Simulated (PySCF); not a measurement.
# LuCl3(NH3): how tightly the ligands are held

Aim: take one ligand of each kind off LuCl3(NH3), with both parts rigid, and scan its distance from the metal. The structure is generated, not taken from experiment.

Program: PySCF 2.14.0. Level of theory: PBE0, Lu lcecp-1-SVP with ECP60, Cl def2-SVP, N def2-SVP, H def2-SVP; scalar-relativistic core potentials, no spin–orbit coupling. These are calculated values, not measurements.

1 further run of the same task is left out (for a known fault of the program).

## Step 1: Starting geometry

8 atoms, charge 0, spin multiplicity 1.

Bond lengths: Lu1–Cl2 2.438 Å, Lu1–Cl3 2.438 Å, Lu1–Cl4 2.438 Å, Lu1–N5 2.384 Å, N5–H6 1.023 Å, N5–H7 1.023 Å, N5–H8 1.023 Å. Angles: Cl2–Lu1–Cl3 118.9°, Cl2–Lu1–Cl4 118.9°, Cl2–Lu1–N5 95.9°, Cl3–Lu1–Cl4 118.9°, Cl3–Lu1–N5 95.9°, Cl4–Lu1–N5 95.9°, Lu1–N5–H6 112.1°, Lu1–N5–H7 112.1°, Lu1–N5–H8 112.1°, H6–N5–H7 106.7°, H6–N5–H8 106.7°, H7–N5–H8 106.7°.

As a file:

```tsv
atom	x (Å)	y (Å)	z (Å)
Lu1	0.0190	-0.0190	0.0190
Cl2	1.1544	1.8152	1.1544
Cl3	-1.8152	-1.1544	1.1544
Cl4	1.1544	-1.1544	-1.8152
N5	-1.3575	1.3575	-1.3575
H6	-1.9666	1.9666	-0.8062
H7	-0.8062	1.9666	-1.9666
H8	-1.9666	0.8062	-1.9666
```

Formal oxidation states: Lu +3. Each metal's 14 4f electrons lie in its core potential, so multiplicities, spins and levels count the valence alone. An earlier session relaxed this geometry at PBE0, Lu lcecp-1-SVP with ECP60, Cl def2-SVP, N def2-SVP, H def2-SVP (singlet, point group C3v).

## Step 2: Cl taken off

The ligand (atom 2) keeps its formal charge and a closed shell where it can; ligand and rest are solved at the complex's geometry, in vacuum, with the settings of the relaxation.

```tsv
part	charge	state	energy (Eh)
complex	0	singlet	-1476.476751
ligand	-1	singlet	-459.928134
rest	1	singlet	-1016.212208
```

Run time: 2.4 s. Hardware: 2 threads of Intel Xeon Platinum 8175M at 2.50GHz (Skylake/Cascade Lake), shared host.

## Step 3: Rigid scan of Cl

Atom 2 moves along the line from atom 1; the distance is to the donor, the donors' midpoint or the ring centre. Each point starts from the density of the one before.

```tsv
distance (Å)	energy from the relaxed point (eV)
2.14	0.816
2.24	0.315
2.34	0.069
2.44	0.000
2.54	0.053
2.64	0.190
2.84	0.608
3.14	1.373
3.54	2.363
4.04	3.382
```

Wall time 24 s (2 threads of Intel Xeon Platinum 8175M at 2.50GHz (Skylake/Cascade Lake), shared host).

## Step 4: NH3 taken off

The ligand (atoms 5, 6, 7, 8) keeps its formal charge and a closed shell where it can; ligand and rest are solved at the complex's geometry, in vacuum, with the settings of the relaxation.

```tsv
part	charge	state	energy (Eh)
complex	0	singlet	-1476.476751
ligand	0	singlet	-56.440630
rest	0	singlet	-1419.965936
```

Run time: 1.4 s. Hardware: 2 threads of Intel Xeon Platinum 8175M at 2.50GHz (Skylake/Cascade Lake), shared host.

## Step 5: Rigid scan of NH3

Atoms 5, 6, 7, 8 move together along the line from atom 1; the distance is to the donor, the donors' midpoint or the ring centre. Each point starts from the density of the one before.

```tsv
distance (Å)	energy from the relaxed point (eV)
2.08	0.460
2.18	0.175
2.28	0.038
2.38	0.000
2.48	0.028
2.58	0.097
2.78	0.299
3.08	0.635
3.48	1.014
3.98	1.340
```

Run time: 22 s. Hardware: 2 threads of Intel Xeon Platinum 8175M at 2.50GHz (Skylake/Cascade Lake), shared host.

## Step 6: What came out

```
                    quantity       value
               taking off Cl     9.15 eV
 stiffness of the Cl contact  12.2 eV/Å²
              taking off NH3     1.91 eV
stiffness of the NH3 contact   6.6 eV/Å²
```

In words: Taking off Cl as a fragment of charge -1 costs 9.15 eV, much of it the attraction of the two charges. Near 2.44 Å the Cl contact has a stiffness of about 12.2 eV/Å², and the energy stands 3.38 eV higher at 4.04 Å. Taking off NH3 as a fragment of charge +0 costs 1.91 eV. Near 2.38 Å the NH3 contact has a stiffness of about 6.6 eV/Å², and the energy stands 1.34 eV higher at 3.98 Å. The free anion is solved without diffuse functions, no counterpoise correction is made, and the parts aren't relaxed; each of these makes the binding look larger. These are double-zeta-type bases without diffuse functions. Spin–orbit coupling is left out.
